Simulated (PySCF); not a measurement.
# C2H10OSi: the cost of one run

Method: levels as typed in each script, gas phase, geometry from GFN2-xTB; program: PySCF 2.14.0.

### 1 Starting geometry

SMILES `[SiH4].CCO`, 14 atoms, charge 0, spin multiplicity 1.

Bond lengths: Si1–H2 1.462 Å, Si1–H3 1.462 Å, Si1–H4 1.465 Å, Si1–H5 1.458 Å, C6–C7 1.525 Å, C6–H9 1.086 Å, C6–H10 1.087 Å, C6–H11 1.089 Å, C7–O8 1.408 Å, C7–H12 1.093 Å, C7–H13 1.100 Å, O8–H14 0.964 Å. Angles: H2–Si1–H3 109.3°, H2–Si1–H4 109.2°, H2–Si1–H5 109.9°, H3–Si1–H4 108.8°, H3–Si1–H5 109.9°, H4–Si1–H5 109.8°, C7–C6–H9 110.1°, C7–C6–H10 110.0°, C7–C6–H11 110.2°, H9–C6–H10 108.9°, H9–C6–H11 108.8°, H10–C6–H11 108.7°, C6–C7–O8 112.7°, C6–C7–H12 110.4°, C6–C7–H13 109.7°, O8–C7–H12 105.3°, O8–C7–H13 110.3°, H12–C7–H13 108.4° and more.

Geometry (Å):

```
Si   -2.32413    0.04886   -0.02967
H    -1.55188   -0.42915   -1.17492
H    -2.12072    1.48862    0.12183
H    -1.85316   -0.62427    1.18276
H    -3.73989   -0.23424   -0.23284
C     1.67597    1.18169    0.22227
C     1.83769   -0.16229   -0.47946
O     1.39285   -1.24278    0.30530
H     2.08793    1.97607   -0.39392
H     2.19752    1.16899    1.17631
H     0.62166    1.38825    0.40256
H     2.89356   -0.36406   -0.67553
H     1.30380   -0.14402   -1.44159
H     0.47426   -1.08431    0.55146
```

### 2 Binding of the two fragments (TPSS/aug-cc-pvdz)

input.py

```python
import numpy as np
from pyscf import gto, scf, dft
from pyscf.scf import atom_ks, atom_hf
from scipy.linalg import block_diag
from pyscf.dispersion import dftd3

def solve(mol, dm0=None, hcore=None):
    mf = (dft.UKS if mol.spin else dft.RKS)(mol, xc='tpss')
    mf.grids.level = 3
    mf = mf.density_fit(auxbasis='def2-universal-jkfit')
    mf.conv_tol, mf.max_cycle = 1e-8, 80
    if hcore is not None:
        mf.get_hcore = lambda *args: hcore
    mf.kernel(dm0)
    if not mf.converged:
        mf = mf.newton().run(mf.mo_coeff, mf.mo_occ, max_cycle=30)
    assert mf.converged, 'SCF not converged'
    return mf

mol = gto.M(atom='''
Si    -2.32413     0.04886    -0.02967
H     -1.55188    -0.42915    -1.17492
H     -2.12072     1.48862     0.12183
H     -1.85316    -0.62427     1.18276
H     -3.73989    -0.23424    -0.23284
C      1.67597     1.18169     0.22227
C      1.83769    -0.16229    -0.47946
O      1.39285    -1.24278     0.30530
H      2.08793     1.97607    -0.39392
H      2.19752     1.16899     1.17631
H      0.62166     1.38825     0.40256
H      2.89356    -0.36406    -0.67553
H      1.30380    -0.14402    -1.44159
H      0.47426    -1.08431     0.55146
''', basis='aug-cc-pvdz', charge=0, spin=0, verbose=4)
mol_a = gto.M(atom='''
Si    -2.32413     0.04886    -0.02967
H     -1.55188    -0.42915    -1.17492
H     -2.12072     1.48862     0.12183
H     -1.85316    -0.62427     1.18276
H     -3.73989    -0.23424    -0.23284
ghost-C      1.67597     1.18169     0.22227
ghost-C      1.83769    -0.16229    -0.47946
ghost-O      1.39285    -1.24278     0.30530
ghost-H      2.08793     1.97607    -0.39392
ghost-H      2.19752     1.16899     1.17631
ghost-H      0.62166     1.38825     0.40256
ghost-H      2.89356    -0.36406    -0.67553
ghost-H      1.30380    -0.14402    -1.44159
ghost-H      0.47426    -1.08431     0.55146
''', basis='aug-cc-pvdz', charge=0, spin=0, verbose=4)
mol_b = gto.M(atom='''
ghost-Si    -2.32413     0.04886    -0.02967
ghost-H     -1.55188    -0.42915    -1.17492
ghost-H     -2.12072     1.48862     0.12183
ghost-H     -1.85316    -0.62427     1.18276
ghost-H     -3.73989    -0.23424    -0.23284
C      1.67597     1.18169     0.22227
C      1.83769    -0.16229    -0.47946
O      1.39285    -1.24278     0.30530
H      2.08793     1.97607    -0.39392
H      2.19752     1.16899     1.17631
H      0.62166     1.38825     0.40256
H      2.89356    -0.36406    -0.67553
H      1.30380    -0.14402    -1.44159
H      0.47426    -1.08431     0.55146
''', basis='aug-cc-pvdz', charge=0, spin=0, verbose=4)
ab, a, b = solve(mol), solve(mol_a), solve(mol_b)
e_int = ab.e_tot - a.e_tot - b.e_tot
print('counterpoise-corrected interaction energy / kcal/mol', e_int * 627.5095)
def disp(atoms, charge):
    m = gto.M(atom=atoms, charge=charge, basis='sto-3g', spin=None, unit='Bohr', verbose=0)
    return dftd3.DFTD3Dispersion(m, xc='tpss', version='d3bj').get_dispersion()['energy']
e_disp = disp(mol._atom, mol.charge) - disp(mol._atom[:5], mol_a.charge) - disp(mol._atom[5:], mol_b.charge)
print('D3(BJ) part / kcal/mol', e_disp * 627.5095)
# spherically averaged free atoms, for the promolecule
atm = atom_ks.get_atm_nrks(mol, xc='tpss')
pro = block_diag(*[(atm[a[0]][2] * atm[a[0]][3]) @ atm[a[0]][2].T for a in mol._atom])
np.savez('result.npz', e_int=e_int, e_disp=e_disp, dm_a=a.make_rdm1(), dm_b=b.make_rdm1(), c=ab.mo_coeff, occ=ab.mo_occ, eps=ab.mo_energy, pro=pro, d=[f.dip_moment(verbose=0) for f in (ab, a, b)])
```

On the command line:

```console
OMP_NUM_THREADS=1 python input.py
```

Q: Estimate wall time and peak memory on 1 thread of Arm Neoverse V2, shared host.

About 2.9 min, with a peak of 0.74 GiB.
